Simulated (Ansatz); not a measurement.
**C2H8AlNO: basis-set convergence**

The task here is to estimate one member of a computed series from the others.

Computed with Ansatz 0.2.0, Gaussian basis. Level: one geometry, several basis sets.

The runs, in order: PBE0-D4/def2-SVP; ωB97M-V/def2-SVP; PBE0-D4/def2-QZVPP; ωB97M-V/def2-QZVPP; the functionals' def2-TZVPP values are taken from earlier runs.

**The relaxed structure**

An earlier PBE0-D4 in a triple-zeta def2 set relaxation fixed the geometry.

13 atoms, charge 0, spin multiplicity 1.

Atoms are counted from 1 here; the program's logs count them from 0.

Bond lengths: C1–O2 1.393 Å, C1–H6 1.096 Å, C1–H7 1.099 Å, C1–H8 1.096 Å, O2–Al3 1.693 Å, Al3–C4 1.946 Å, Al3–N5 1.765 Å, C4–H9 1.094 Å, C4–H10 1.093 Å, C4–H11 1.094 Å, N5–H12 1.006 Å, N5–H13 1.007 Å. Angles: O2–C1–H6 110.4°, O2–C1–H7 112.9°, O2–C1–H8 110.4°, H6–C1–H7 107.6°, H6–C1–H8 107.6°, H7–C1–H8 107.6°, C1–O2–Al3 134.2°, O2–Al3–C4 122.0°, O2–Al3–N5 115.4°, C4–Al3–N5 122.6°, Al3–C4–H9 111.3°, Al3–C4–H10 112.0°, Al3–C4–H11 111.3°, H9–C4–H10 107.6°, H9–C4–H11 106.8°, H10–C4–H11 107.6°, Al3–N5–H12 124.9°, Al3–N5–H13 124.6° and more.

The first run:

in.yaml reads:

```yaml
crystal:
  periodic: [false, false, false]
  atoms:
    - {symbol: C, position_ang: [-1.384588, 0.307549, -1.780280]}
    - {symbol: O, position_ang: [-1.114828, -0.433987, -0.632556]}
    - {symbol: Al, position_ang: [0.097526, -0.383584, 0.547859]}
    - {symbol: C, position_ang: [1.541029, 0.920236, 0.488565]}
    - {symbol: N, position_ang: [-0.041860, -1.591845, 1.826335]}
    - {symbol: H, position_ang: [-2.370428, 0.781192, -1.706918]}
    - {symbol: H, position_ang: [-0.646228, 1.101398, -1.959332]}
    - {symbol: H, position_ang: [-1.393792, -0.342761, -2.662661]}
    - {symbol: H, position_ang: [1.154550, 1.943656, 0.515801]}
    - {symbol: H, position_ang: [2.231465, 0.806134, 1.328166]}
    - {symbol: H, position_ang: [2.123882, 0.827597, -0.432945]}
    - {symbol: H, position_ang: [0.598087, -1.690648, 2.596268]}
    - {symbol: H, position_ang: [-0.774314, -2.279737, 1.886296]}
basis:
  gaussian: {orbitals: def2-SVP}
hamiltonian: {xc: pbe0, dispersion: d4}
output: {orbitals: {seedname: orbitals}}
```

Launch:

```bash
$ ansatz run in.yaml --threads 4 --pin off --events-out ev --progress --plain --max-ram 10444MiB
```

Among the steps run: PBE0-D4 in def2-SVP; ωB97M-V in def2-SVP; PBE0-D4 in def2-QZVPP; ωB97M-V in def2-QZVPP.

One of the session's tables, all rows but one given; the rest of the session is left out.

It belongs to the step «Functionals by basis». 

```
functional       basis  HOMO (eV)  LUMO (eV)
   PBE0-D4    def2-SVP      -6.87       0.60
   PBE0-D4  def2-TZVPP      -7.12       0.23
   PBE0-D4  def2-QZVPP      -7.17      -0.06
   ωB97M-V    def2-SVP          ?          ?
   ωB97M-V  def2-TZVPP      -9.52       1.62
   ωB97M-V  def2-QZVPP      -9.57       1.10
```

Q: Estimate the row for ωB97M-V, def2-SVP from the others.

As computed: HOMO (eV): -9.26; LUMO (eV): 2.12. In the column «HOMO (eV)» it lies between ωB97M-V, def2-TZVPP (-9.52) and PBE0-D4, def2-QZVPP (-7.17).
